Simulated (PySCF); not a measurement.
# Sn: excitation energy in ANO-RCC-VTZP

Each state of tin is computed at each level; their differences give the excitation energy. How far do the methods differ?

Method: unrestricted determinants in a Gaussian basis, no spin-orbit coupling in the energies. Code: PySCF 2.14.0.

### Step 1. The system

- Element: tin (Z = 50)
- Basis: ANO-RCC-VTZP (7s6p4d2f1g, 68 functions)
- Hamiltonian: scalar relativity by spin-free X2C-1e
- State 1: Sn: [Kr] 4d10 5s1 5p3, high-spin 5S determinant (an excited configuration)
- Needed too, but not shown: Sn [Kr] 4d10 5s2 5p2 (3P)
- Methods: CCSD(T)
- Core shells frozen in the correlated runs: valence and next inner shell: [Ar] 3d10 (for Sn)

The outer shells:

Sn [Kr] 4d10 5s1 5p3
```
[Kr] core
4d [↑↓][↑↓][↑↓][↑↓][↑↓]
5s [↑ ]
5p [↑ ][↑ ][↑ ]
```

One driver process ran all states and methods and kept the integrals in memory. Each run is shown as a PySCF script that sums up its settings (the driver passes frozen orbitals as a list and adds second-order terms of double hybrids); the logs are those of the runs themselves. The driver starts from symmetry-adapted Hartree-Fock orbitals, holds the occupation by maximum overlap and uses a logarithmic radial grid for functionals, so a plain start would take other cycles.

The integrals over 68 functions and the set-up took 5.9 s of CPU time.

### Step 2. Sn [Kr] 4d10 5s1 5p3, at CCSD(T) (valence and next inner shell)

**CCSD(T) (valence and next inner shell)**

Contents of input.py:

```python
from pyscf import gto, scf, dft, mp, cc
import basis_set_exchange as bse
mol = gto.M(atom="Sn 0 0 0", charge=0, spin=4, symmetry="D2h",
            basis=gto.basis.parse(bse.get_basis("ANO-RCC-VTZP", elements=["Sn"], fmt="nwchem")),
            nucmod="G")
mf = scf.UHF(mol).sfx2c1e()
mf.irrep_nelec = {'Ag': (9, 8), 'B1g': (2, 2), 'B2g': (2, 2), 'B3g': (2, 2), 'B1u': (4, 3), 'B2u': (4, 3), 'B3u': (4, 3)}
mf.kernel()
mycc = cc.CCSD(mf, frozen=14).run()
mycc.ccsd_t()
```

Standard output:

```text
CC2 = 0
CCSD nocc = (np.int64(13), np.int64(9)), nmo = (54, 54)
frozen orbitals [[0, 1, 2, 3, 4, 5, 6, 7, 8, 9, 10, 11, 12, 13], [0, 1, 2, 3, 4, 5, 6, 7, 8, 9, 10, 11, 12, 13]]
max_cycle = 100
direct = 0
conv_tol = 1e-08
conv_tol_normt = 1e-06
diis_space = 8
diis_start_cycle = 0
Init t2, MP2 energy = -0.600627651839413
Init E_corr(UCCSD) = -0.600627651841062
cycle = 1  E_corr(UCCSD) = -0.56181300453596  dE = 0.0388146473  norm(t1,t2) = 0.0517917
cycle = 2  E_corr(UCCSD) = -0.572381543739855  dE = -0.0105685392  norm(t1,t2) = 0.0112146
cycle = 3  E_corr(UCCSD) = -0.571657103457997  dE = 0.000724440282  norm(t1,t2) = 0.00388396
cycle = 4  E_corr(UCCSD) = -0.571996424663231  dE = -0.000339321205  norm(t1,t2) = 0.00121121
cycle = 5  E_corr(UCCSD) = -0.572040233153883  dE = -4.38084907e-05  norm(t1,t2) = 0.0001444
cycle = 6  E_corr(UCCSD) = -0.572024891844961  dE = 1.53413089e-05  norm(t1,t2) = 4.15952e-05
cycle = 7  E_corr(UCCSD) = -0.572025856499332  dE = -9.64654371e-07  norm(t1,t2) = 3.66617e-06
cycle = 8  E_corr(UCCSD) = -0.572025891055831  dE = -3.45564989e-08  norm(t1,t2) = 6.71493e-07
cycle = 9  E_corr(UCCSD) = -0.572025847856698  dE = 4.31991337e-08  norm(t1,t2) = 1.54268e-07
cycle = 10  E_corr(UCCSD) = -0.572025847250662  dE = 6.0603611e-10  norm(t1,t2) = 3.27109e-08
UCCSD converged
E(UCCSD) = -6174.014155128297  E_corr = -0.5720258472506615
UCCSD(T) correction = -0.0110285249367886
```

It used 25 s of CPU time after the integrals (shared host).

CCSD correlation -0.57203 hartree, triples -0.01103; total -6174.025184. T1 = 0.006, largest double amplitude 0.049.

### Step 3. The energy differences

Excitation energy: Sn [Kr] 4d10 5s2 5p2 (3P) → Sn [Kr] 4d10 5s1 5p3 (5S).

| method | value (eV) | error (eV) |
| --- | --- | --- |
| UHF | 2.989 | -1.618 |
| MP2 (valence and next inner shell) | 4.572 | -0.035 |
| SCS-MP2 (valence and next inner shell) | 4.745 | +0.138 |
| CCSD (valence and next inner shell) | 4.387 | -0.220 |
| CCSD(T) (valence and next inner shell) | 4.494 | -0.113 |

Reference: 4.607 eV (measured; NIST levels, between the centres of gravity of the two terms). Errors of the correlated levels include the incompleteness of this basis.

The differences also use runs on Sn [Kr] 4d10 5s2 5p2 (3P), which are not shown here. The runs at UHF, MP2 (valence and next inner shell) are not shown; their differences are listed all the same.

### Step 4. Outcome

| quantity | value |
| --- | --- |
| excitation energy, Sn → [Kr] 4d10 5s1 5p3 | UHF 2.989, CCSD(T) (valence and next inner shell) 4.494 eV; reference 4.607 |

Each level's miss (mean over 1 difference):

| method | mean absolute miss against the measured value (with the measured fine structure taken into account where it is known) (eV) |
| --- | --- |
| UHF | 1.618 |
| MP2 (valence and next inner shell) | 0.035 |
| SCS-MP2 (valence and next inner shell) | 0.138 |
| CCSD (valence and next inner shell) | 0.220 |
| CCSD(T) (valence and next inner shell) | 0.113 |

What this shows: Against experiment MP2 (valence and next inner shell) comes closest (off by 0.03 eV) and UHF is farthest (1.62 eV). In a finite basis a lower level can come nearest by cancelling errors. The basis is finite, and no extrapolation was made.
